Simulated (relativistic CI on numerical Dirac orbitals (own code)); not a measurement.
**Tb LVIII (Tb⁵⁷⁺): levels and lines**

Aim: the low levels of Tb⁵⁷⁺, their labels and the strongest lines; runs with one setting changed show what the result hangs on.

The numbers are computed with relativistic CI on numerical Dirac orbitals (own code) version 2 (Dirac-Coulomb-Breit CI, KLI orbitals optimised for each configuration, model QED (radiative potential, 1s self-energy scaled to tabulated hydrogen-like ionisation energies)), except any that are marked as measured or tabulated.

## 1. Starting point

```
ion                       : Tb⁵⁷⁺ (Tb LVIII)
nuclear charge            : 65
electrons                 : 8
isotope                   : A = 159
first configuration typed : [He] 2s2 2p4
```

The outer shells:

first configuration typed
```
[He] core
2s [↑↓]
2p [↑↓][↑ ][↑ ]
```

## 2. CI with the chosen configurations

Settings of the run:

```ini
atom Tb  Z=65  charge=57  electrons=8
nucleus A=159  rms_radius_fm=5.0600
hamiltonian dirac-coulomb  breit=on  qed=on  c_scale=1
orbitals kli  potential=per-configuration
slater_scale 1
correlation none
mixing on
configurations
  [He] 2s2 2p4
  [He] 2s 2p5
  [He] 2p6
  [He] 2p5 3s
  [He] 2p5 3p
  [He] 2p5 3d
  [He] 2s2 2p3 3s
  [He] 2s2 2p3 3p
  [He] 2s2 2p3 3d
  [He] 2s 2p4 3s
  [He] 2s 2p4 3p
  [He] 2s 2p4 3d
  [He] 2s2 2p3 4s
  [He] 2s2 2p3 4p
  [He] 2s2 2p3 4d
  [He] 2s2 2p3 4f
end
```

## 3. Slater integrals scaled by 0.9

The settings differ from step 2 so:

```diff
@@ -4,3 +4,3 @@
 orbitals kli  potential=per-configuration
-slater_scale 1
+slater_scale 0.9
 correlation none
```

## 4. Without QED terms

The settings differ from step 3 so:

```diff
@@ -2,5 +2,5 @@
 nucleus A=159  rms_radius_fm=5.0600
-hamiltonian dirac-coulomb  breit=on  qed=on  c_scale=1
+hamiltonian dirac-coulomb  breit=on  qed=off  c_scale=1
 orbitals kli  potential=per-configuration
-slater_scale 0.9
+slater_scale 1
 correlation none
```

## 5. The first 3 configurations alone

Settings of the run:

```ini
atom Tb  Z=65  charge=57  electrons=8
nucleus A=159  rms_radius_fm=5.0600
hamiltonian dirac-coulomb  breit=on  qed=on  c_scale=1
orbitals kli  potential=per-configuration
slater_scale 1
correlation none
mixing on
configurations
  [He] 2s2 2p4
  [He] 2s 2p5
  [He] 2p6
end
```

(Steps that only read results are left out.)

What does the calculation give? Wanted: lowest level; first excitation; lowest level of the other parity; fastest E1 line; ionisation energy.

As calculated:

| run | time | mean size of shift, levels followed (cm⁻¹) | lowest level | ionisation energy (eV) |
| --- | --- | --- | --- | --- |
| main run | 1.3 s | 0 | 2p4 [2p3/2^2] J=2 | 12270 |
| Slater integrals scaled by 0.9 | 1.2 s | 14833 | 2p4 [2p3/2^2] J=2 | 12269 |
| without QED terms | 0.5 s | 47229 | 2p4 [2p3/2^2] J=2 | 12272 |
| the first 3 configurations alone | 0.1 s | 2641 | 2p4 [2p3/2^2] J=2 | - |

The tabulated theoretical ionisation energy (NIST) is 12272 eV.

| quantity | value |
| --- | --- |
| lowest level | 2p4 [2p3/2^2] J=2 |
| first excitation | 2p4 [2p3/2^2] J=0, 405343 cm⁻¹ |
| lowest level of the other parity | 2s 2p5 3P°2, 1109.47 eV |
| levels in the model | 342 |
| fastest E1 line (by rate) to the lowest level among the lowest 200 of 342 levels | 0.1742 nm, from 2p3 3d [2p3/2 3d5/2] J=3° |
| ionisation energy | 12270 eV |
| ionisation energy, tabulated theoretical (NIST) | 12272 eV |

**Reading.** The lowest level is 2p4 [2p3/2^2] J=2, 69 % pure in LS and 100 % in jj coupling; over the low levels the means are 65 and 100 %, so jj coupling describes them better. The ionisation energy agrees with the tabulated theoretical value within its uncertainty of 6 eV. The largest mover is «without QED terms» (47229 cm⁻¹ on average). Lifetimes count radiative decay inside the model alone.
